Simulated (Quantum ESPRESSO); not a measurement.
# PtSe (P6_3mc) in Quantum ESPRESSO: settings compared

One crystal, PtSe, is run at these levels: LDA, PBE, PBEsol, PW91; tasks: phonons.

All numbers are computed with Quantum ESPRESSO 7.5; they aren't measurements. Logs are shortened: lines on timing, memory, paths and dates and some standing lists are left out, and cuts for length are marked.

## (1) Starting point

It takes space group P6_3mc (No. 186, hexagonal). Conventional cell: a = 4.291 Å, b = 4.291 Å, c = 7.028 Å, α = 90.00°, β = 90.00°, γ = 120.00°. Pt (site symmetry 3m) has 4 Se at 2.63 Å as nearest neighbours. Se (site symmetry 3m) has 4 Pt at 2.63 Å as nearest neighbours.

The cell comes from a database or a generator and needn't be the stable form of this composition.

## (2) Phonons, LDA

pw.in reads:

```
&CONTROL
  calculation = 'scf'
  prefix = 'pwscf'
  outdir = './tmp'
  pseudo_dir = './pseudo'
  tprnfor = .true.
  tstress = .true.
  disk_io = 'low'
/
&SYSTEM
  ibrav = 0
  celldm(1) = 8
  nat = 4
  ntyp = 2
  ecutwfc = 45
  ecutrho = 360
  nbnd = 31
  occupations = 'smearing'
  smearing = 'fd'
  degauss = 0.00367493
/
&ELECTRONS
  conv_thr = 8d-10
  electron_maxstep = 120
  mixing_beta = 0.5
/
ATOMIC_SPECIES
Pt   195.0840 pt_lda_v1.4.uspp.F.UPF
Se    78.9710 se_lda_v1.uspp.F.UPF
CELL_PARAMETERS alat
  1.0136992111482   0.0000000000000   0.0000000000000
 -0.5068496043930   0.8778892669192   0.0000000000000
  0.0000000000000   0.0000000000000   1.6602052595025
ATOMIC_POSITIONS crystal
Pt     0.6666666667    0.3333333333    0.0000000000
Pt     0.3333333333    0.6666666667    0.5000000000
Se     0.6666666667    0.3333333333    0.6252000000
Se     0.3333333333    0.6666666667    0.1252000000
K_POINTS automatic
4 4 2 0 0 1
```

relax.in reads:

```
&CONTROL
  calculation = 'vc-relax'
  prefix = 'pwscf'
  outdir = './tmp'
  pseudo_dir = './pseudo'
  tprnfor = .true.
  tstress = .true.
  disk_io = 'low'
  nstep = 40
  forc_conv_thr = 0.0001
  etot_conv_thr = 1d-06
/
&SYSTEM
  ibrav = 0
  celldm(1) = 8
  nat = 4
  ntyp = 2
  ecutwfc = 45
  ecutrho = 360
  nbnd = 31
  occupations = 'smearing'
  smearing = 'fd'
  degauss = 0.00367493
/
&ELECTRONS
  conv_thr = 8d-10
  electron_maxstep = 120
  mixing_beta = 0.5
/
&IONS
  ion_dynamics = 'bfgs'
/
&CELL
  cell_dynamics = 'bfgs'
  press = 0
  press_conv_thr = 0.2
/
ATOMIC_SPECIES
Pt   195.0840 pt_lda_v1.4.uspp.F.UPF
Se    78.9710 se_lda_v1.uspp.F.UPF
CELL_PARAMETERS alat
  1.0136992111482   0.0000000000000   0.0000000000000
 -0.5068496043930   0.8778892669192   0.0000000000000
  0.0000000000000   0.0000000000000   1.6602052595025
ATOMIC_POSITIONS crystal
Pt     0.6666666667    0.3333333333    0.0000000000
Pt     0.3333333333    0.6666666667    0.5000000000
Se     0.6666666667    0.3333333333    0.6252000000
Se     0.3333333333    0.6666666667    0.1252000000
K_POINTS automatic
4 4 2 0 0 1
```

scf2.in reads:

```
&CONTROL
  calculation = 'scf'
  prefix = 'pwscf'
  outdir = './tmp'
  pseudo_dir = './pseudo'
  tprnfor = .true.
  tstress = .true.
  disk_io = 'low'
/
&SYSTEM
  ibrav = 0
  celldm(1) = 8
  nat = 4
  ntyp = 2
  ecutwfc = 45
  ecutrho = 360
  nbnd = 31
  occupations = 'smearing'
  smearing = 'fd'
  degauss = 0.00367493
/
&ELECTRONS
  conv_thr = 1d-13
  electron_maxstep = 120
  mixing_beta = 0.5
  startingpot = 'file'
  startingwfc = 'file'
/
ATOMIC_SPECIES
Pt   195.0840 pt_lda_v1.4.uspp.F.UPF
Se    78.9710 se_lda_v1.uspp.F.UPF
CELL_PARAMETERS alat
  0.9514837100237  -0.0000000006347   0.0000000000000
 -0.4757418544622   0.8240090644849   0.0000000000000
  0.0000000000000   0.0000000000000   1.4585586278279
ATOMIC_POSITIONS crystal
Pt     0.6666666666    0.3333333332    0.0075044902
Pt     0.3333333332    0.6666666666    0.5075044902
Se     0.6666666666    0.3333333332    0.6176955098
Se     0.3333333332    0.6666666666    0.1176955098
K_POINTS automatic
4 4 2 0 0 1
```

ph.in reads:

```
phonons of PtSe
&INPUTPH
  prefix = 'pwscf'
  outdir = './tmp'
  tr2_ph = 1d-18
  fildyn = 'dyn'
  niter_ph = 90
  alpha_mix(1) = 0.4
/
0.0000000000 0.0000000000 0.0000000000
```

dynmat.in reads:

```
&INPUT
  fildyn = 'dyn'
  asr = 'crystal'
  filout = 'dynmat.disp'
  fileig = 'dynmat.eig'
/
```

Potentials or basis: GBRV 1.5 LDA.

On the command line:

```sh
$ OMP_NUM_THREADS=1 mpirun -n 4 pw.x -nk 2 -in pw.in > pw.out
$ OMP_NUM_THREADS=1 mpirun -n 4 pw.x -nk 2 -in relax.in > relax.out
$ OMP_NUM_THREADS=1 mpirun -n 4 pw.x -nk 2 -in scf2.in > scf2.out
$ OMP_NUM_THREADS=1 mpirun -n 4 ph.x -nk 2 -in ph.in > ph.out
$ OMP_NUM_THREADS=1 mpirun -n 1 dynmat.x -in dynmat.in > dynmat.out
```

pw.out:

```text
This program is part of the open-source Quantum ESPRESSO suite
     for quantum simulation of materials; please cite
[... 6 lines left out ...]
     using ibrav=0 with symmetry is DISCOURAGED, use correct ibrav instead

     K-points division:     npool     =       2
     Subspace diagonalization in iterative solution of the eigenvalue problem:
     a serial algorithm will be used

     --------------------
     sticks:   dense  smooth     PW     G-vecs:    dense   smooth      PW
     Min         819     408    120                43615    15442    2361
     Max         820     409    121                43616    15443    2362
     Sum        1639     817    241                87231    30885    4723

     Using Slab Decomposition

     bravais-lattice index     =            0
     lattice parameter (alat)  =       8.0000  a.u.
     unit-cell volume          =     756.4506 (a.u.)^3
     number of atoms/cell      =            4
     number of atomic types    =            2
     number of electrons       =        44.00
     number of Kohn-Sham states=           31
     kinetic-energy cutoff     =      45.0000  Ry
     charge density cutoff     =     360.0000  Ry
     scf convergence threshold =      8.0E-10
     mixing beta               =       0.5000
     number of iterations used =            8  plain     mixing
     Exchange-correlation= SLA  PZ   NOGX NOGC
                           (   1   1   0   0   0   0   0)

     celldm(1)=   8.000000  celldm(2)=   0.000000  celldm(3)=   0.000000
     celldm(4)=   0.000000  celldm(5)=   0.000000  celldm(6)=   0.000000

     crystal axes: (cart. coord. in units of alat)
               a(1) = (   1.013699   0.000000   0.000000 )
               a(2) = (  -0.506850   0.877889   0.000000 )
               a(3) = (   0.000000   0.000000   1.660205 )

     reciprocal axes: (cart. coord. in units 2 pi/alat)
               b(1) = (  0.986486  0.569548 -0.000000 )
               b(2) = (  0.000000  1.139096  0.000000 )
               b(3) = (  0.000000 -0.000000  0.602335 )

     PseudoPot. # 1 for Pt read from file:
     pt_lda_v1.4.uspp.F.UPF
     Pseudo is Ultrasoft + core correction, Zval = 16.0
     Generated by new atomic code, or converted to UPF format
     Using radial grid of  985 points,  6 beta functions with:
                l(1) =   0
                l(2) =   0
                l(3) =   1
                l(4) =   1
                l(5) =   2
                l(6) =   2
     Q(r) pseudized with  8 coefficients,  rinner =    1.300   1.300   1.300
                                                       1.300   1.300

     PseudoPot. # 2 for Se read from file:
     se_lda_v1.uspp.F.UPF
     Pseudo is Ultrasoft + core correction, Zval =  6.0
     Generated by new atomic code, or converted to UPF format
     Using radial grid of  877 points,  6 beta functions with:
                l(1) =   0
                l(2) =   0
                l(3) =   1
                l(4) =   1
                l(5) =   2
                l(6) =   2
     Q(r) pseudized with  8 coefficients,  rinner =    1.300   1.300   1.300
                                                       1.300   1.300

     atomic species   valence    mass     pseudopotential
     Pt               16.00   195.08400     Pt( 1.00)
     Se                6.00    78.97100     Se( 1.00)

     12 Sym. Ops. (no inversion) found ( 6 have fractional translation)

   Cartesian axes

     site n.     atom                  positions (alat units)
         1        Pt     tau(   1) = (   0.5068496   0.2926298   0.0000000  )
         2        Pt     tau(   2) = (   0.0000000   0.5852595   0.8301026  )
         3        Se     tau(   3) = (   0.5068496   0.2926298   1.0379603  )
         4        Se     tau(   4) = (   0.0000000   0.5852595   0.2078577  )

     number of k points=     4  Fermi-Dirac smearing, width (Ry)=  0.0037
                       cart. coord. in units 2pi/alat
        k(    1) = (   0.0000000   0.0000000   0.1505838), wk =   0.1250000
        k(    2) = (   0.0000000   0.2847740   0.1505838), wk =   0.7500000
        k(    3) = (   0.0000000  -0.5695479   0.1505838), wk =   0.3750000
        k(    4) = (   0.2466215   0.4271609   0.1505838), wk =   0.7500000

     Dense  grid:    87231 G-vectors     FFT dimensions: (  50,  50,  90)

     Smooth grid:    30885 G-vectors     FFT dimensions: (  36,  36,  60)

     Initial potential from superposition of free atoms

     starting charge      42.9999, renormalised to      44.0000

     negative rho (up, down):  3.708E-01 0.000E+00
     Starting wfcs are   32 randomized atomic wfcs

     Self-consistent Calculation

     iteration #  1     ecut=    45.00 Ry     beta= 0.50
     Davidson diagonalization with overlap
     ethr =  1.00E-02,  avg # of iterations =  3.8

     negative rho (up, down):  3.434E-01 0.000E+00

     total energy              =    -506.40714851 Ry
     estimated scf accuracy    <       3.18689928 Ry

     iteration #  2     ecut=    45.00 Ry     beta= 0.50
     Davidson diagonalization with overlap
     ethr =  7.24E-03,  avg # of iterations =  2.0

     negative rho (up, down):  3.496E-01 0.000E+00

     total energy              =    -507.36860406 Ry
     estimated scf accuracy    <       3.18369130 Ry

     iteration #  3     ecut=    45.00 Ry     beta= 0.50
     Davidson diagonalization with overlap
     ethr =  7.24E-03,  avg # of iterations =  1.5

     negative rho (up, down):  3.476E-01 0.000E+00

     total energy              =    -507.83600213 Ry
     estimated scf accuracy    <       0.01201767 Ry

     iteration #  4     ecut=    45.00 Ry     beta= 0.50
     Davidson diagonalization with overlap
     ethr =  2.73E-05,  avg # of iterations =  3.5

     negative rho (up, down):  3.470E-01 0.000E+00

     total energy              =    -507.84091179 Ry
     estimated scf accuracy    <       0.00166948 Ry

     iteration #  5     ecut=    45.00 Ry     beta= 0.50
     Davidson diagonalization with overlap
     ethr =  3.79E-06,  avg # of iterations =  2.5

     negative rho (up, down):  3.471E-01 0.000E+00

     total energy              =    -507.84111236 Ry
     estimated scf accuracy    <       0.00025373 Ry

     iteration #  6     ecut=    45.00 Ry     beta= 0.50
     Davidson diagonalization with overlap
     ethr =  5.77E-07,  avg # of iterations =  4.2

     negative rho (up, down):  3.471E-01 0.000E+00

     total energy              =    -507.84119746 Ry
     estimated scf accuracy    <       0.00002108 Ry

     iteration #  7     ecut=    45.00 Ry     beta= 0.50
     Davidson diagonalization with overlap
     ethr =  4.79E-08,  avg # of iterations =  4.2

     negative rho (up, down):  3.472E-01 0.000E+00

     total energy              =    -507.84120805 Ry
     estimated scf accuracy    <       0.00000022 Ry

     iteration #  8     ecut=    45.00 Ry     beta= 0.50
     Davidson diagonalization with overlap
     ethr =  4.96E-10,  avg # of iterations =  6.0

     negative rho (up, down):  3.472E-01 0.000E+00

     total energy              =    -507.84120836 Ry
     estimated scf accuracy    <       0.00000002 Ry

     iteration #  9     ecut=    45.00 Ry     beta= 0.50
     Davidson diagonalization with overlap
     ethr =  5.18E-11,  avg # of iterations =  3.2

     negative rho (up, down):  3.472E-01 0.000E+00

     total energy              =    -507.84120837 Ry
     estimated scf accuracy    <          1.2E-09 Ry

     iteration # 10     ecut=    45.00 Ry     beta= 0.50
     Davidson diagonalization with overlap
     ethr =  2.76E-12,  avg # of iterations =  5.0

     negative rho (up, down):  3.472E-01 0.000E+00

     End of self-consistent calculation

          k = 0.0000 0.0000 0.1506 (  3862 PWs)   bands (ev):

   -45.3195 -45.3182 -45.2582 -45.2582 -45.2579 -45.2579  -6.9018  -6.5935
     1.8431   2.2401   2.4646   2.4646   2.6162   2.6162   4.5473   4.5473
     4.7503   4.7503   5.2064   6.7000   7.4330   7.4330   8.2447   8.2447
     8.4594   8.8879  12.7527  13.4584  13.4584  13.4931  14.1911

          k = 0.0000 0.2848 0.1506 (  3866 PWs)   bands (ev):

   -45.3193 -45.3183 -45.2589 -45.2587 -45.2584 -45.2581  -6.7225  -6.4873
     1.8217   1.9566   2.5821   2.6102   2.6510   2.8226   4.4047   4.5721
     4.6829   4.7891   5.2371   5.9973   6.3072   6.7586   7.4389   7.6915
     9.2443  10.2801  12.1023  12.6129  13.8791  14.1012  14.4165

          k = 0.0000-0.5695 0.1506 (  3870 PWs)   bands (ev):

   -45.3189 -45.3185 -45.2595 -45.2594 -45.2586 -45.2583  -6.5075  -6.4027
     1.6440   1.7542   2.7365   2.7892   2.8795   3.0683   4.5786   4.6196
     4.7616   4.8653   4.9104   4.9737   5.7832   6.0416   6.8886   7.0574
     9.6301  10.5068  12.3694  12.5696  14.3907  14.4436  14.8222

          k = 0.2466 0.4272 0.1506 (  3847 PWs)   bands (ev):

   -45.3189 -45.3185 -45.2593 -45.2592 -45.2588 -45.2585  -6.5098  -6.4027
     1.8721   1.8785   2.4956   2.7102   2.8945   2.9612   4.3865   4.5750
     4.7071   4.7925   5.1101   5.2635   5.7499   5.8821   6.7442   6.9501
    10.3085  11.0529  12.4564  12.8343  13.4258  13.9304  14.9264

     the Fermi energy is     6.7799 ev

!    total energy              =    -507.84120837 Ry
     estimated scf accuracy    <          7.2E-11 Ry
     smearing contrib. (-TS)   =      -0.00468705 Ry
     internal energy E=F+TS    =    -507.83652132 Ry

     The total energy is F=E-TS. E is the sum of the following terms:
     one-electron contribution =    -188.85653195 Ry
     hartree contribution      =     112.27240863 Ry
     xc contribution           =    -171.44986513 Ry
     ewald contribution        =    -259.80253287 Ry

     convergence has been achieved in  10 iterations

     negative rho (up, down):  3.472E-01 0.000E+00

     Forces acting on atoms (cartesian axes, Ry/au):

     atom    1 type  1   force =     0.00000000    0.00000000   -0.00181873
     atom    2 type  1   force =    -0.00000000    0.00000000   -0.00181873
     atom    3 type  2   force =    -0.00000000    0.00000000    0.00181873
     atom    4 type  2   force =    -0.00000000   -0.00000000    0.00181873

     Total force =     0.003637     Total SCF correction =     0.000005

     Computing stress (Cartesian axis) and pressure

     negative rho (up, down):  3.472E-01 0.000E+00
          total   stress  (Ry/bohr**3)                   (kbar)     P=     -159.10
  -0.00102210   0.00000000   0.00000000         -150.36        0.00        0.00
   0.00000000  -0.00102210   0.00000000            0.00     -150.36        0.00
  -0.00000000  -0.00000000  -0.00120048           -0.00       -0.00     -176.60

=------------------------------------------------------------------------------=
   JOB DONE.
=------------------------------------------------------------------------------=
```

Run time: 6.7 min. Hardware: 4 MPI ranks of AMD EPYC (Zen 3), shared host; peak memory 0.56 GiB.

What came out:

```yaml
Free_energy: -6911.2030 eV
Relaxed_volume: 21.69 Å³/atom
Relaxed_cell: a = 4.028 Å, b = 4.028 Å, c = 6.175 Å, α = 90.00°, β = 90.00°, γ = 120.00°
Space_group_after_relaxing_to_0.05_Å: P6_3mc (No. 186)
Pressure_after_relaxing: -0.1 GPa
Band_gap_on_the_k_mesh: none (metal or under the smearing width)
Highest_phonon_frequency_at_Γ: 219 cm⁻¹
Most_unstable_mode: 21i cm⁻¹
```

Step by step:
```
step  energy change (eV)  largest force (eV/Å)  pressure (GPa)  volume (Å³)
   1              0.0000                0.0468          -15.91       112.09
   2             -0.8199                0.0658          -13.26       103.24
   3             -1.5519                0.0033           -5.37        91.69
   4             -1.6228                0.2571            3.54        84.83
   5             -1.6495                0.1451           -0.07        87.22
   6             -1.6545                0.1574           -0.06        87.20
   7             -1.6598                0.1642           -0.06        87.18
   8             -1.6672                0.1656           -0.08        87.14
   9             -1.6760                0.1543           -0.09        87.05
  10             -1.6820                0.0788           -0.10        86.86
  11             -1.6829                0.0608           -0.06        86.83
  12             -1.6838                0.0069            0.01        86.74
  13             -1.6838                0.0010            0.00        86.76
```

Final structure:
```yaml
crystal:
  lattice:
    - [4.02803, 0.00000, 0.00000]
    - [-2.01401, 3.48837, 0.00000]
    - [0.00000, 0.00000, 6.17469]
  atoms:
    - { symbol: Pt, position: [0.66667, 0.33333, 0.00750] }
    - { symbol: Pt, position: [0.33333, 0.66667, 0.50750] }
    - { symbol: Se, position: [0.66667, 0.33333, 0.61770] }
    - { symbol: Se, position: [0.33333, 0.66667, 0.11770] }
```

Phonon frequencies in cm⁻¹ (negative: imaginary):
```csv
q point,frequencies
"(0.000, 0.000, 0.000)",-21 -21 -6 -5 -5 79 177 179 179 188 188 219
```

Optical modes at Γ, degenerate ones joined:
```
cm⁻¹  components  symmetry     active in
 21i           2        E2         Raman
  79           1        B1        silent
 177           1        A1  IR and Raman
 179           2        E1  IR and Raman
 188           2        E2         Raman
 219           1        B1        silent
```

Caveat: the k mesh is coarse (spacing up to 0.45 Å⁻¹), so the values aren't converged; the mesh is thin for the phonons of a metal; some modes are imaginary; the volume moved by over 15 % at a fixed basis, so the end points are rough. Spin-orbit coupling is left out, which matters for the levels of Pt.

(Part 1 of 3 ends here.)
